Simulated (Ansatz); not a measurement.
# AlCu5: the cost of one run

Computed with Ansatz 0.2.0 (DFT PBE, scalar-relativistic, plane waves, PAW, unless a step's input says otherwise).

**1. The system as given**

The structure is orthorhombic, space group Pmmm (No. 47). Conventional cell: a = 2.656 Å, b = 3.756 Å, c = 7.968 Å, α = 90.00°, β = 90.00°, γ = 90.00°. Al (site symmetry mmm) is surrounded by 10 Cu at 2.66 Å and 2 Al at 2.66 Å. Around Cu (site symmetry mm2) lie 8 Cu at 2.66 Å and 4 Al at 2.66 Å. Around Cu (site symmetry mm2) lie 1 Al at 2.66 Å and 11 Cu at 2.66 Å. Cu (site symmetry mmm) is surrounded by 12 Cu at 2.66 Å.

Structure file:

```cif
data_structure
_symmetry_space_group_name_H-M 'Pmmm'
_symmetry_Int_Tables_number 47
_cell_length_a 2.6561
_cell_length_b 3.7563
_cell_length_c 7.9683
_cell_angle_alpha 90.000
_cell_angle_beta 90.000
_cell_angle_gamma 90.000
_cell_volume 79.50
loop_
_atom_site_label
_atom_site_type_symbol
_atom_site_symmetry_multiplicity
_atom_site_Wyckoff_symbol
_atom_site_fract_x
_atom_site_fract_y
_atom_site_fract_z
_atom_site_occupancy
Al1 Al 1 f 0.50000 0.50000 0.00000 1
Cu1 Cu 2 q 0.00000 0.00000 0.83333 1
Cu2 Cu 2 t 0.50000 0.50000 0.33333 1
Cu3 Cu 1 c 0.00000 0.00000 0.50000 1
```

The start is an ordering of an alloy on its end members' structure types: elements ordered on the sites of the Ta type, Cu/Al on Ta (Pmmm, No. 47).

**2. Probe: one point on a coarse mesh**

File input.yaml:

```yaml
crystal:
  lattice:
    - [2.65609054, 0.0, 0.0]
    - [0.0, 3.75627926, 0.0]
    - [0.0, 0.0, 7.96827161]
  atoms:
    - { symbol: Al, position: [0.5, 0.5, 0.0] }
    - { symbol: Cu, position: [0.0, 0.0, 0.83333333] }
    - { symbol: Cu, position: [0.0, 0.0, 0.16666667] }
    - { symbol: Cu, position: [0.5, 0.5, 0.33333333] }
    - { symbol: Cu, position: [0.0, 0.0, 0.5] }
    - { symbol: Cu, position: [0.5, 0.5, 0.66666667] }
basis:
  ecutwfc: 420
kpoints:
  mp_grid: { grid: [6, 4, 2] }
hamiltonian:
  xc: pbe
scf:
  occupations: { method: gaussian, width: 0.1 }
  lower_state_search: "off"
output:
  forces: true
  stress: true
  eigenvalues: true
```

Run with:

```sh
$ ansatz run input.yaml --threads 1 --pin off --max-ram 2560MiB --backend cpu --events-out ev --progress --plain --runs-dir out
```

Q: Estimate wall time and peak memory on 1 thread of Intel Xeon at 2.50GHz (Skylake/Cascade Lake), shared host.

About 12 s, with a peak of 0.4 GiB.
